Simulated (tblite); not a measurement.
# C4H10GeO3: the cost of one run

Programs: tblite 0.8.0 and PySCF 2.14.0, with density-fitted response routines of our own. Each step states its level of theory. These are calculated values for one molecule in the gas phase, unless marked as measured. Atoms are numbered from 0 throughout.

## (1) The molecule as given

18 atoms, charge 0, multiplicity 1; geometry from: force field or distance geometry start.

Bonds of the start (Å): C0–C1 1.53, C1–O2 1.39, O2–C3 1.40, C3–O4 1.41, O4–C5 1.39, C5–O6 1.41, O6–Ge7 1.81, C5–C1 1.51, C0–H8 1.11, C0–H9 1.12, C0–H10 1.11, C1–H11 1.10, C3–H12 1.13, C3–H13 1.11, C5–H14 1.12, Ge7–H15 1.54, Ge7–H16 1.55, Ge7–H17 1.54.

## (2) Relaxing the molecule with GFN2-xTB

Job settings and geometry (Å):

```
{"job": {"kind": "relax", "xc": "GFN2-xTB", "basis": "xTB"}, "charge": 0, "multiplicity": 1}
C     -1.513600     1.602200     0.264400
C     -1.091300     0.456100    -0.651700
O     -1.865900    -0.676100    -0.411800
C     -1.011800    -1.764000    -0.600600
O      0.327400    -1.362700    -0.741900
C      0.335900    -0.002800    -0.436400
O      0.741500     0.174200     0.905600
Ge     2.525400    -0.099900     1.026000
H     -0.830600     2.466000     0.140800
H     -2.553400     1.925300    -0.004600
H     -1.530500     1.288600     1.329000
H     -1.223500     0.764600    -1.700000
H     -1.091800    -2.438700     0.301500
H     -1.320800    -2.342600    -1.494200
H      0.997300     0.564600    -1.136900
H      3.264500     0.931400     0.154600
H      2.863600    -1.536600     0.549500
H      2.968600     0.056800     2.495200
```

Started as:

```sh
$ OMP_NUM_THREADS=1 python probes_run.py task.json out
```

One launch serves the whole session: the jobs run in the order shown.

Q: Estimate the wall time of this first job on 1 thread of Intel Xeon at 2.70GHz, shared host.

About 2 s.
